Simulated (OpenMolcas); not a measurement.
# Sb³⁺: CASSCF and CASPT2 terms and fine-structure levels

Which level of Sb³⁺ lies lowest, and where do the others fall? The reference wave functions come first, then spin-orbit coupling, then second-order correlation under several settings.

Method: state-averaged CASSCF and CASPT2, spin-orbit coupling by RASSI with atomic mean-field integrals. Code: OpenMolcas 26.06.

## Step 1: The system

* Species: Sb³⁺ (antimony, Z = 51, 48 electrons)
* Basis: ANO-RCC-VDZP [6s5p3d1f], 43 functions
* Scalar Hamiltonian: DKH3, point nucleus
* Inactive shells: 1s 2s 2p 3s 3p 3d 4s 4p 4d
* Active space: 2 electrons in 8 orbitals (5s 5p 6s 6p)
* Some configurations of this space: 5p2, 5s 5p, 5s2
* Orbitals: optimised for the ground-state spin in each parity, averaged over the low roots

Outer shells as boxes (Hund's rule):

5p2
```
5p [↑ ][↑ ][  ]
```

5s 5p
```
5s [↑ ]
5p [↑ ][  ][  ]
```

5s2
```
5s [↑↓]
```

Each step is its own input file, run in one work folder so that later steps find the files of earlier ones. Labels, J, g values, rates, χT and fits are worked out afterwards by a script from the matrices that RASSI stores.

## Step 2: One- and two-electron integrals

Contents of a.inp:

```
&GATEWAY
Coord
1

Sb 0.0 0.0 0.0
Basis=ANO-RCC-VDZP
Group=XYZ
NoMove
AngMom=0.0 0.0 0.0
AMFI
&SEWARD
Relativistic=R03O02
```

Command:

```bash
> OMP_NUM_THREADS=1 MOLCAS_MEM=2252 MOLCAS_PROJECT=a pymolcas a.inp > a.log
```

## Step 3: A small preliminary run for start orbitals

Contents of a.inp:

```
&RASSCF
FileOrb=start.orb
Symmetry=1
Spin=3
nActEl=2 0 0
Inactive=14 9
Ras2=1 3
CIRoot=3 3 1
SDav=3
CIMx=300
Iter=120 100
PrWF=0.3
OrbListing=Nothing
MaxOrb=0
Atom
>>> COPY $Project.JobIph JOBPRE
```

## Step 4: Reference wave functions, singlets of even parity, 7 roots

Contents of a.inp:

```
&RASSCF
FileOrb=start.orb
Symmetry=1
Spin=1
nActEl=2 0 0
Inactive=14 9
Ras2=2 6
CIRoot=7 7 1
SDav=24
CIMx=300
Iter=120 100
PrWF=0.3
OrbListing=Nothing
MaxOrb=0
Atom
>>> COPY $Project.JobIph JOB001
```

## Step 5: CASSCF: triplets of even parity, 15 roots

Contents of a.inp:

```
&RASSCF
FileOrb=start.orb
Symmetry=1
Spin=3
nActEl=2 0 0
Inactive=14 9
Ras2=2 6
CIRoot=15 15 1
SDav=16
CIMx=300
Iter=120 100
PrWF=0.3
OrbListing=Nothing
MaxOrb=0
Atom
CIOnly
>>> COPY $Project.JobIph JOB002
```

## Step 6: Reference wave functions, singlets of odd parity, 3 roots

Contents of a.inp:

```
&RASSCF
FileOrb=start.orb
Symmetry=2
Spin=1
nActEl=2 0 0
Inactive=14 9
Ras2=2 6
CIRoot=3 3 1
SDav=12
CIMx=300
Iter=120 100
PrWF=0.3
OrbListing=Nothing
MaxOrb=0
Atom
>>> COPY $Project.JobIph JOB003
```

## Step 7: CASSCF: triplets of odd parity, 12 roots

Contents of a.inp:

```
&RASSCF
FileOrb=start.orb
Symmetry=2
Spin=3
nActEl=2 0 0
Inactive=14 9
Ras2=2 6
CIRoot=12 12 1
SDav=12
CIMx=300
Iter=120 100
PrWF=0.3
OrbListing=Nothing
MaxOrb=0
Atom
CIOnly
>>> COPY $Project.JobIph JOB004
```

## Step 8: RASSI: spin-orbit coupling between the states

Contents of a.inp:

```
&RASSI
NrOfJobIphs=4 7 3 3 3
1 2 3 4 5 6 7
1 2 3
1 2 3
1 2 3
IphNames
JOB001
JOB002
JOB003
JOB004
EJob
SpinOrbit
DIPRint=1.0
SOCoupling=1000.0
Subsets=2
MEES
Property=10
'ANGMOM' 1 'ANGMOM' 2 'ANGMOM' 3 'MLTPL  1' 1 'MLTPL  1' 2 'MLTPL  1' 3
'AMFI' 1 'AMFI' 2 'AMFI' 3 'MLTPL  2' 6
SOProperty=3
'ANGMOM' 1 'ANGMOM' 2 'ANGMOM' 3
```

## Step 9: CASPT2: IPEA 0.3, sigma2 regulariser 0.1 (closed shells correlated: 4d)

Contents of a.inp:

```
>>> COPY JOB001 $Project.JobIph
&CASPT2
Multistate=7 1 2 3 4 5 6 7
Frozen=9 9
IPEA=0.3
Sig2=0.1
MaxIter=60
WThr=0.0 0.3 0.05
PrWF=0.5
NoMix
>>> COPY JOB002 $Project.JobIph
&CASPT2
Multistate=3 1 2 3
Frozen=9 9
IPEA=0.3
Sig2=0.1
MaxIter=60
WThr=0.0 0.3 0.05
PrWF=0.5
NoMix
>>> COPY JOB003 $Project.JobIph
&CASPT2
Multistate=3 1 2 3
Frozen=9 9
IPEA=0.3
Sig2=0.1
MaxIter=60
WThr=0.0 0.3 0.05
PrWF=0.5
NoMix
>>> COPY JOB004 $Project.JobIph
&CASPT2
Multistate=3 1 2 3
Frozen=9 9
IPEA=0.3
Sig2=0.1
MaxIter=60
WThr=0.0 0.3 0.05
PrWF=0.5
NoMix
```

## Step 10: CASPT2: IPEA 0.15, sigma2 regulariser 0.5 (closed shells correlated: none), extended multistate

Contents of a.inp:

```
>>> COPY JOB001 $Project.JobIph
&CASPT2
XMultistate=7 1 2 3 4 5 6 7
Frozen=14 9
IPEA=0.15
Sig2=0.5
MaxIter=60
WThr=0.0 0.3 0.05
PrWF=0.5
NoMix
>>> COPY JOB002 $Project.JobIph
&CASPT2
XMultistate=3 1 2 3
Frozen=14 9
IPEA=0.15
Sig2=0.5
MaxIter=60
WThr=0.0 0.3 0.05
PrWF=0.5
NoMix
>>> COPY JOB003 $Project.JobIph
&CASPT2
XMultistate=3 1 2 3
Frozen=14 9
IPEA=0.15
Sig2=0.5
MaxIter=60
WThr=0.0 0.3 0.05
PrWF=0.5
NoMix
>>> COPY JOB004 $Project.JobIph
&CASPT2
XMultistate=3 1 2 3
Frozen=14 9
IPEA=0.15
Sig2=0.5
MaxIter=60
WThr=0.0 0.3 0.05
PrWF=0.5
NoMix
```

## Step 11: CASPT2: IPEA 0.6, real shift 0.15 (closed shells correlated: 4d), extended multistate

Contents of a.inp:

```
>>> COPY JOB001 $Project.JobIph
&CASPT2
XMultistate=7 1 2 3 4 5 6 7
Frozen=9 9
IPEA=0.6
Shift=0.15
MaxIter=60
WThr=0.0 0.3 0.05
PrWF=0.5
NoMix
>>> COPY JOB002 $Project.JobIph
&CASPT2
XMultistate=3 1 2 3
Frozen=9 9
IPEA=0.6
Shift=0.15
MaxIter=60
WThr=0.0 0.3 0.05
PrWF=0.5
NoMix
>>> COPY JOB003 $Project.JobIph
&CASPT2
XMultistate=3 1 2 3
Frozen=9 9
IPEA=0.6
Shift=0.15
MaxIter=60
WThr=0.0 0.3 0.05
PrWF=0.5
NoMix
>>> COPY JOB004 $Project.JobIph
&CASPT2
XMultistate=3 1 2 3
Frozen=9 9
IPEA=0.6
Shift=0.15
MaxIter=60
WThr=0.0 0.3 0.05
PrWF=0.5
NoMix
```

(Steps that only read results are left out.)

Q: Predict the outcome of this session. Wanted: lowest level; first excited level; spin-orbit lowering of the lowest level; strongest of the lines computed, by gA, at XMS-CASPT2 energies.

The runs gave:

| quantity | value |
| --- | --- |
| method | SS-CASPT2, IPEA 0.3, sigma2 regulariser 0.1 (closed shells correlated: 4d) |
| lowest level | 5s2 1S0, 100 % of that term |
| ground level listed by NIST | 1S0 |
| first excited level | 5s 5p 3P* 0 at 62910 cm-1 |
| spin-orbit lowering of the lowest level | 12.1 cm-1 |
| strongest of the lines computed, by gA, at XMS-CASPT2 energies | 5s 5p 1P* 1 → 5s2 1S0, 102 nm, A = 4.81e+09 s⁻¹ |

What each method costs and misses:

```
                                                 method  time of its own steps  time with the reference  mean absolute difference from the measured levels (cm-1)
                                              A. CASSCF                   12 s                     12 s                                                      4300
    B. SS-CASPT2, IPEA 0.3, sigma2 regulariser 0.1, +4d                  2.3 s                     15 s                                                      2200
C. XMS-CASPT2, IPEA 0.15, sigma2 regulariser 0.5, +none                  1.7 s                     14 s                                                      3800
          D. XMS-CASPT2, IPEA 0.6, real shift 0.15, +4d                  2.2 s                     15 s                                                      1500
```

Times are of one thread on a shared host.

In words: Method D lies closest to the measured levels (1500 cm⁻¹ on average) and A farthest (4300). Only the configurations of the active space and the roots asked for are present. The triplets rest on orbitals optimised for another spin in at least one step, which raises them against the optimised states. Not all states of the active space went into the spin-orbit step. CASPT2 does not keep the components of a term degenerate, and the means are used. The levels of the extra active shells were not computed. No d shell is active. The basis is small and contracted for the neutral atom, so it is rough for this charge. Only valence configurations of the active space appear, up to the ionisation limit; * or ° marks odd parity.
